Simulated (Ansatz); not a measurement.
# GeCl: the cost of one run

Computed with Ansatz 0.2.0 (DFT PBE, scalar-relativistic, plane waves, PAW, unless a step's input says otherwise).

### 1 Starting point

The structure is cubic, space group F-43m (No. 216). The conventional cell has a = 5.799 Å, b = 5.799 Å, c = 5.799 Å, α = 90.00°, β = 90.00°, γ = 90.00°. Around Ge (site symmetry -43m) lie 4 Cl at 2.51 Å. Cl (site symmetry -43m) is surrounded by 4 Ge at 2.51 Å.

As a file:

```
CELL_PARAMETERS angstrom
0.00000 2.89934 2.89934
2.89934 0.00000 2.89934
2.89934 2.89934 0.00000
ATOMIC_POSITIONS crystal
Ge 0.00000 0.00000 0.00000
Cl 0.75000 0.75000 0.75000
```

This is candidate A: zinc blende type (F-43m, No. 216).

(A quick probe on a coarse mesh, which set the mesh and smearing, is not shown.)

### 3 Coarse relaxation (candidate A)

input.yaml

```yaml
crystal:
  lattice:
    - [0.0, 2.8993432337, 2.8993432337]
    - [2.8993432337, 0.0, 2.8993432337]
    - [2.8993432337, 2.8993432337, 0.0]
  atoms:
    - { symbol: Ge, position: [0.0, 0.0, 0.0] }
    - { symbol: Cl, position: [0.75, 0.75, 0.75] }
basis:
  ecutwfc: 420
kpoints:
  mp_grid: { grid: [6, 6, 6] }
hamiltonian:
  xc: pbe
scf:
  occupations: { method: gaussian, width: 0.1 }
  lower_state_search: "off"
output:
  forces: true
  stress: true
  eigenvalues: true
relax:
  adjacent_minimum: "off"
  f_tol: 0.04
  max_steps: 70
  cell: { stress_tol: 0.4 }
```

Run with:

```
$ ansatz run input.yaml --threads 1 --pin off --max-ram 2560MiB --backend cpu --events-out ev --progress --plain --runs-dir out
```

**Question.** How long does this run take on 1 thread of Arm Neoverse V2, shared host, and how much memory does it need?

About 10 s, with a peak of 0.32 GiB.
